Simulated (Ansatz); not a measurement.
**H4NSiSn (charge +1): two geometries relaxed**

Are the two ends of the shift of H4 from N1 to Si2 separate minima, and which lies lower? Each is relaxed from a guess. SMILES of the start: [NH+]#[Si][SnH3].

Method: RKS B3LYP/def2-SVPD, in Ansatz 0.2.0.

## (1) The starting structure

Bond lengths: N1–Si2 1.572 Å, Si2–Sn3 2.613 Å, N1–H4 1.003 Å, Sn3–H5 1.671 Å, Sn3–H6 1.671 Å, Sn3–H7 1.672 Å. Angles: N1–Si2–Sn3 179.5°, Si2–N1–H4 178.6°, Si2–Sn3–H5 99.2°, Si2–Sn3–H6 99.1°, Si2–Sn3–H7 99.0°, H5–Sn3–H6 117.4°, H5–Sn3–H7 117.7°, H6–Sn3–H7 117.5°.

Coordinates:

```xyz
7

N    -1.0946   -2.3315    0.2329
Si   -0.4348   -0.9116    0.0934
Sn    0.6807    1.4386   -0.1481
H    -1.5329   -3.2278    0.3369
H     0.1603    1.8258   -1.6884
H    -0.0590    2.2163    1.1326
H     2.2803    0.9903    0.0407
```

## (2) End point A

File input.yaml:

```yaml
crystal:
  periodic: [false, false, false]
  atoms:
    - { symbol: "N", position_ang: [-1.09462, -2.33153, 0.23292] }
    - { symbol: Si, position_ang: [-0.43476, -0.91164, 0.09336] }
    - { symbol: Sn, position_ang: [0.6807, 1.43858, -0.14811] }
    - { symbol: H, position_ang: [-1.53287, -3.22783, 0.3369] }
    - { symbol: H, position_ang: [0.16028, 1.82579, -1.68837] }
    - { symbol: H, position_ang: [-0.059, 2.21631, 1.13257] }
    - { symbol: H, position_ang: [2.28026, 0.99033, 0.04073] }
total_charge: 1
basis:
  gaussian: { orbitals: def2-SVPD }
hamiltonian:
  xc: b3lyp
relax:
  f_tol: 0.02
  max_steps: 50
output:
  orbitals: {}
```

The run is started by

```console
ansatz run input.yaml --threads 2 --pin off --max-ram 3072MiB --backend cpu --events-out ev --progress --plain --runs-dir out
```

What it wrote, shortened:

```text
Warning: RAYON_NUM_THREADS=2 ignored (pool sized by the plan → 2); use --threads N
[...]
Functional definition: B3LYP
[...]
1241 factors; integrals over basis functions are off by at most 2.4e-4 eV
[...]
mean field -15253.99086661 eV, -560.5738248217 hartree, gradient 2.6e-5 eV, S^2 0.000000; 0 other end points of the search recorded, 0 dependent functions left out
[...]
reference -15253.99114142 eV, -560.5738349207 hartree; 23, 23 occupied and 85, 85 virtual orbitals, 1241 factors
relax step   1: F+E_penalty+E_count = -15253.99086661 eV  Δ(F+E_penalty+E_count) = +0.000e0 eV  max|allowed force component| = 2.696e0 eV/Å  Δτ_max = 0.0000 Å  (30 SCF iters, accepted)
[...]
relax step   4: F+E_penalty+E_count = -15254.11148434 eV  Δ(F+E_penalty+E_count) = -2.541e-3 eV  max|allowed force component| = 3.956e-2 eV/Å  Δτ_max = 0.0241 Å  (28 SCF iters, accepted)
[...]
relax step   5: F+E_penalty+E_count = -15254.11165413 eV  Δ(F+E_penalty+E_count) = -1.698e-4 eV  max|allowed force component| = 3.039e-3 eV/Å  Δτ_max = 0.0150 Å  (27 SCF iters, accepted)
1241 factors; integrals over basis functions are off by at most 2.3e-4 eV
mean field -15254.11165413 eV, -560.5782636812 hartree, gradient 4.4e-5 eV, S^2 0.000000; 1 other end points of the search recorded, 0 dependent functions left out
[...]
reference -15254.11193380 eV, -560.5782739588 hartree; 23, 23 occupied and 85, 85 virtual orbitals, 1241 factors
Total energy: -15254.11193380 eV, -560.5782739588 hartree
Atom 0 at    -1.118538    -2.366046     0.241438 Å, force    -0.000775     0.000338     0.000811 eV/Å
Atom 1 at    -0.471363    -0.981045     0.103863 Å, force     0.001175    -0.000754    -0.000741 eV/Å
Atom 2 at     0.717087     1.514657    -0.155171 Å, force     0.000653     0.003039     0.000259 eV/Å
Atom 3 at    -1.547238    -3.275442     0.333963 Å, force    -0.000561    -0.001061    -0.000184 eV/Å
Atom 4 at     0.159051     1.850128    -1.723955 Å, force     0.000508    -0.000765     0.001371 eV/Å
Atom 5 at    -0.063259     2.256428     1.158532 Å, force     0.000611    -0.001000    -0.001175 eV/Å
Atom 6 at     2.324251     1.001331     0.041329 Å, force    -0.001611     0.000203    -0.000341 eV/Å
Dipole moment:    -0.080478    -0.164151     0.018271 e Å
```

Run time: 6.8 s. Hardware: 2 threads of AMD EPYC 9R45 (Zen 5), shared host; peak memory 0.26 GiB.

The steps of the relaxation:

```csv
step,energy from step 1 (eV),largest force component (eV/Å)
1,0.0000,2.6963
2,-0.1076,0.7458
3,-0.1181,0.2226
4,-0.1206,0.0396
5,-0.1208,0.0030
```

Step 1 is the start.

After: Bond lengths: N1–Si2 1.535 Å, Si2–Sn3 2.776 Å, N1–H4 1.010 Å, Sn3–H5 1.699 Å, Sn3–H6 1.699 Å, Sn3–H7 1.699 Å. Angles: N1–Si2–Sn3 179.5°, Si2–N1–H4 179.8°, Si2–Sn3–H5 97.1°, Si2–Sn3–H6 97.1°, Si2–Sn3–H7 97.0°, H5–Sn3–H6 118.5°, H5–Sn3–H7 118.5°, H6–Sn3–H7 118.5°.

## (3) Relaxing end B

The second end starts from a geometry with the move made by hand.

input.yaml, as its differences from that of step 2:

```diff
@@ -6,3 +6,3 @@
     - { symbol: Sn, position_ang: [0.6807, 1.43858, -0.14811] }
-    - { symbol: H, position_ang: [-1.53287, -3.22783, 0.3369] }
+    - { symbol: H, position_ang: [-1.74834, -0.94851, 0.68221] }
     - { symbol: H, position_ang: [0.16028, 1.82579, -1.68837] }
@@ -18,3 +18 @@
   max_steps: 50
-output:
-  orbitals: {}
```

The run is started by

```console
ansatz run input.yaml --threads 2 --pin off --max-ram 3072MiB --backend cpu --events-out ev --progress --plain --runs-dir out
```

What it wrote, shortened:

```text
Warning: RAYON_NUM_THREADS=2 ignored (pool sized by the plan → 2); use --threads N
[...]
[... 1 set-up line as earlier in the session ...]
[...]
1241 factors; integrals over basis functions are off by at most 3.1e-4 eV
[...]
mean field -15250.62593373 eV, -560.4501658189 hartree, gradient 3.2e-5 eV, S^2 0.000000; 0 other end points of the search recorded, 0 dependent functions left out
[...]
reference -15250.62621051 eV, -560.4501759904 hartree; 23, 23 occupied and 85, 85 virtual orbitals, 1241 factors
relax step   1: F+E_penalty+E_count = -15250.62593373 eV  Δ(F+E_penalty+E_count) = +0.000e0 eV  max|allowed force component| = 3.682e0 eV/Å  Δτ_max = 0.0000 Å  (29 SCF iters, accepted)
[...]
relax step   5: F+E_penalty+E_count = -15252.99873212 eV  Δ(F+E_penalty+E_count) = -4.526e-1 eV  max|allowed force component| = 2.633e0 eV/Å  Δτ_max = 0.1942 Å  (31 SCF iters, accepted)
[...]
mean field -15254.11164432 eV, -560.5782633206 hartree, gradient 4.9e-5 eV, S^2 0.000000; 1 other end points of the search recorded, 0 dependent functions left out
[...]
reference -15254.11192401 eV, -560.5782735990 hartree; 23, 23 occupied and 85, 85 virtual orbitals, 1241 factors
Total energy: -15254.11192401 eV, -560.5782735990 hartree
Atom 0 at    -1.494871    -1.817583     0.468283 Å, force     0.011832     0.012874    -0.003119 eV/Å
Atom 1 at    -0.630908    -0.573002     0.220746 Å, force    -0.007421    -0.006942     0.001988 eV/Å
Atom 2 at     0.905302     1.698679    -0.218533 Å, force     0.001080     0.001681    -0.000048 eV/Å
Atom 3 at    -2.057883    -2.639867     0.629721 Å, force    -0.003364    -0.003620     0.000730 eV/Å
Atom 4 at     0.366519     2.013765    -1.798129 Å, force    -0.000821    -0.001437    -0.000011 eV/Å
Atom 5 at     0.271131     2.627596     1.054199 Å, force    -0.000212    -0.001306     0.000075 eV/Å
Atom 6 at     2.425231     0.969742    -0.010976 Å, force    -0.001093    -0.001250     0.000385 eV/Å
Dipole moment:    -0.098428    -0.152341     0.028159 e Å
```

Run time: 18 s. Hardware: 2 threads of AMD EPYC 9R45 (Zen 5), shared host; peak memory 0.25 GiB.

The steps of the relaxation:

```csv
step,energy from step 1 (eV),largest force component (eV/Å)
1,0.0000,3.6819
2,-0.7711,2.5231
3,-1.6338,2.8344
4,-1.9202,5.0724
5,-2.3728,2.6329
6,-2.6559,1.4787
7,-2.9185,1.1511
8,-3.0970,2.3605
9,-3.3164,0.8257
10,-3.4587,0.5380
11,-3.4845,0.0875
12,-3.4856,0.0084
13x,-3.4853,0.0686
14,-3.4857,0.0236
15x,-3.4856,0.0923
16,-3.4857,0.0129
```

Step 1 is the start. 2 steps were tried and not accepted (marked x).

After: Bond lengths: N1–Si2 1.535 Å, Si2–Sn3 2.777 Å, N1–H4 1.010 Å, Sn3–H5 1.698 Å, Sn3–H6 1.699 Å, Sn3–H7 1.698 Å. Angles: N1–Si2–Sn3 179.3°, Si2–N1–H4 179.6°, Si2–Sn3–H5 97.1°, Si2–Sn3–H6 97.0°, Si2–Sn3–H7 97.2°, H5–Sn3–H6 118.5°, H5–Sn3–H7 118.5°, H6–Sn3–H7 118.5°.

Pairs that crossed the distance rule for bonds on the way: came closer N1–H4; moved apart Si2–H4.

## (4) Summary of results

| quantity | value |
| --- | --- |
| end A | 4 moves, 0.121 eV lower |
| end B | 13 moves, 3.486 eV lower |
| largest difference between the ends | 0.02 Å |
| end B relative to end A | +0.000 eV |

In words: Both starts fell into the same minimum (no atom differs by more than 0.02 Å), so from this start no second minimum was found and no band was run; another arrangement could still be one.
